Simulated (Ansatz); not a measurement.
**C₄H₁₀O₂S: taking an electron away**

An exercise on one series of results from a longer session: the logs are not shown, and one member is left open.

Computed with Ansatz 0.2.0, Gaussian basis. Level: unrestricted cation, the program's frozen cores in correlated methods.

Levels to be run: UKS PBE-D4/def2-TZVPP; UKS r2SCAN-D4/def2-TZVPP; UKS PBE0-D4/def2-TZVPP; UKS B3LYP-D4/def2-TZVPP; UKS wB97X-V/def2-TZVPP; UKS wB97M-V/def2-TZVPP; UKS B2PLYP/def2-TZVPP; UHF-CCSD(T)/def2-TZVPP; UHF-MP2/def2-QZVPP; extrapolation to the limit; then −ε(HOMO) from the neutral's earlier runs with LDA (SPW92), PBE-D4, revPBE-D4, BLYP-D4, r2SCAN-D4, B97M-V, PBE0-D4, B3LYP-D4, r2SCANh-D4, r2SCAN0-D4, HSE06-D4, BHLYP-D4, CAM-B3LYP-D4, LC-ωPBE, ωB97X-V, ωB97M-V.

### The relaxed structure

An earlier PBE0-D4 in a triple-zeta def2 set relaxation fixed the geometry.

SMILES `CCS(=O)(=O)CC`, 17 atoms, charge 0, spin multiplicity 1.

Atoms are counted from 1 here; the program's logs count them from 0.

Bond lengths: C1–C2 1.514 Å, C1–H8 1.092 Å, C1–H9 1.092 Å, C1–H10 1.091 Å, C2–S3 1.782 Å, C2–H11 1.092 Å, C2–H12 1.094 Å, S3–O4 1.439 Å, S3–O5 1.439 Å, S3–C6 1.782 Å, C6–C7 1.514 Å, C6–H13 1.094 Å, C6–H14 1.092 Å, C7–H15 1.091 Å, C7–H16 1.092 Å, C7–H17 1.092 Å. Angles: C2–C1–H8 111.8°, C2–C1–H9 109.9°, C2–C1–H10 110.6°, H8–C1–H9 107.5°, H8–C1–H10 108.5°, H9–C1–H10 108.4°, C1–C2–S3 114.1°, C1–C2–H11 113.4°, C1–C2–H12 112.0°, S3–C2–H11 106.9°, S3–C2–H12 102.1°, H11–C2–H12 107.5°, C2–S3–O4 107.2°, C2–S3–O5 108.0°, C2–S3–C6 105.5°, O4–S3–O5 120.0°, O4–S3–C6 108.0°, O5–S3–C6 107.2° and more.

The first run:

Input file in.yaml:

```yaml
crystal:
  periodic: [false, false, false]
  atoms:
    - {symbol: C, position_ang: [1.637608, -1.085718, 0.668705]}
    - {symbol: C, position_ang: [0.788443, -1.044362, -0.583741]}
    - {symbol: S, position_ang: [0.311832, 0.597500, -1.085944]}
    - {symbol: O, position_ang: [-0.525773, 0.460599, -2.248492]}
    - {symbol: O, position_ang: [1.500483, 1.407041, -1.145904]}
    - {symbol: C, position_ang: [-0.690793, 1.231467, 0.243683]}
    - {symbol: C, position_ang: [-1.967564, 0.453490, 0.480364]}
    - {symbol: H, position_ang: [1.069912, -0.791114, 1.553762]}
    - {symbol: H, position_ang: [2.004144, -2.100093, 0.836709]}
    - {symbol: H, position_ang: [2.496885, -0.421071, 0.572387]}
    - {symbol: H, position_ang: [-0.128473, -1.631524, -0.505511]}
    - {symbol: H, position_ang: [1.334706, -1.403254, -1.460746]}
    - {symbol: H, position_ang: [-0.890282, 2.254812, -0.086943]}
    - {symbol: H, position_ang: [-0.049416, 1.290666, 1.125015]}
    - {symbol: H, position_ang: [-2.532988, 0.351895, -0.446654]}
    - {symbol: H, position_ang: [-1.767198, -0.544954, 0.874523]}
    - {symbol: H, position_ang: [-2.591516, 0.974629, 1.208806]}
basis:
  gaussian: {orbitals: def2-TZVPP}
total_charge: 1
magnetization: {spin_polarized: true, initial_magnetization: 1}
hamiltonian: {xc: pbe, dispersion: d4}
```

Run with:

```console
$ ansatz run in.yaml --threads 2 --pin off --events-out ev --progress --plain --max-ram 32768MiB --backend cuda --devices 0, --max-vram 18GiB
```

Steps of the session up to this table: Cation, UKS PBE-D4/def2-TZVPP; Cation, UKS r2SCAN-D4/def2-TZVPP; Cation, UKS PBE0-D4/def2-TZVPP; Cation, UKS B3LYP-D4/def2-TZVPP; Cation, UKS wB97X-V/def2-TZVPP; Cation, UKS wB97M-V/def2-TZVPP; Cation, UKS B2PLYP (frozen core)/def2-TZVPP; Cation, UHF-CCSD(T)/def2-TZVPP; Cation, UHF-MP2/def2-QZVPP.

One table of the session follows, with a row left open; its other results are not shown here.

It belongs to the step «Ionisation energies side by side». For comparison, −ε(HOMO) of the neutral from earlier runs:

```
  functional  −ε(HOMO) (eV)
 LDA (SPW92)           6.90
      PBE-D4           6.71
   revPBE-D4           6.64
     BLYP-D4           6.62
   r2SCAN-D4           7.00
      B97M-V           7.13
     PBE0-D4              ?
    B3LYP-D4           7.93
  r2SCANh-D4           7.53
  r2SCAN0-D4           8.34
    HSE06-D4           7.73
    BHLYP-D4           9.51
CAM-B3LYP-D4           9.56
     LC-ωPBE          10.84
     ωB97X-V          10.52
     ωB97M-V          10.43
```

Q: Estimate the row for PBE0-D4 from the others.

**Answer.** −ε(HOMO) (eV): 8.13. In the column «−ε(HOMO) (eV)» it lies between B3LYP-D4 (7.93) and r2SCAN0-D4 (8.34).
